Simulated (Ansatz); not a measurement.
# CH2AlClOS: the cost of one run

Program: Ansatz 0.2.0, Gaussian basis. Level of theory: the settings change from run to run. These are calculated values, not measurements.

### 1 The relaxed structure

The geometry comes from an earlier relaxation with PBE0-D4 in a triple-zeta def2 set; it is a stationary point, not always the lowest conformer.

SMILES `S[CH]1[O][Al]1[Cl]`, 7 atoms, charge 0, spin multiplicity 1.

Atoms are counted from 1 here; the program's logs count them from 0.

Bond lengths: S1–C2 1.764 Å, S1–H6 1.349 Å, C2–O3 1.500 Å, C2–Al4 1.879 Å, C2–H7 1.088 Å, O3–Al4 1.690 Å, Al4–Cl5 2.060 Å. Angles: C2–S1–H6 99.2°, S1–C2–O3 116.7°, S1–C2–Al4 120.8°, S1–C2–H7 112.3°, O3–C2–Al4 58.8°, O3–C2–H7 110.6°, Al4–C2–H7 124.4°, C2–O3–Al4 71.9°, C2–Al4–O3 49.4°, C2–Al4–Cl5 167.7°, O3–Al4–Cl5 143.0°.

As a file:

```
S    -1.0554    0.1258    1.5229
C     0.3008    0.1448    0.3943
O     0.4764   -1.0683   -0.4703
Al    0.0097    0.2197   -1.4602
Cl   -0.3976    0.7285   -3.4145
H    -0.5110   -0.6260    2.5022
H     1.2383    0.4074    0.8799
```

### 2 wB97M-V/def2-TZVPD

This run has unrestricted orbitals.

Input file in.yaml:

```yaml
crystal:
  periodic: [false, false, false]
  atoms:
    - {symbol: S, position_ang: [-1.055422, 0.125788, 1.522911]}
    - {symbol: C, position_ang: [0.300779, 0.144841, 0.394313]}
    - {symbol: O, position_ang: [0.476445, -1.068282, -0.470327]}
    - {symbol: Al, position_ang: [0.009731, 0.219711, -1.460221]}
    - {symbol: Cl, position_ang: [-0.397615, 0.728541, -3.414524]}
    - {symbol: H, position_ang: [-0.510951, -0.626020, 2.502187]}
    - {symbol: H, position_ang: [1.238333, 0.407422, 0.879860]}
basis:
  gaussian: {orbitals: def2-TZVPD}
magnetization: {spin_polarized: true, initial_magnetization: 0}
hamiltonian: {xc: {name: wB97M-V}}
```

On the command line:

```
$ ansatz run in.yaml --threads 2 --pin off --events-out ev --progress --plain --max-ram 4352MiB
```

Q: Estimate wall time and peak memory on 2 threads of Arm Neoverse V1, shared host.

About 41 s, with a peak of 1.2 GiB.
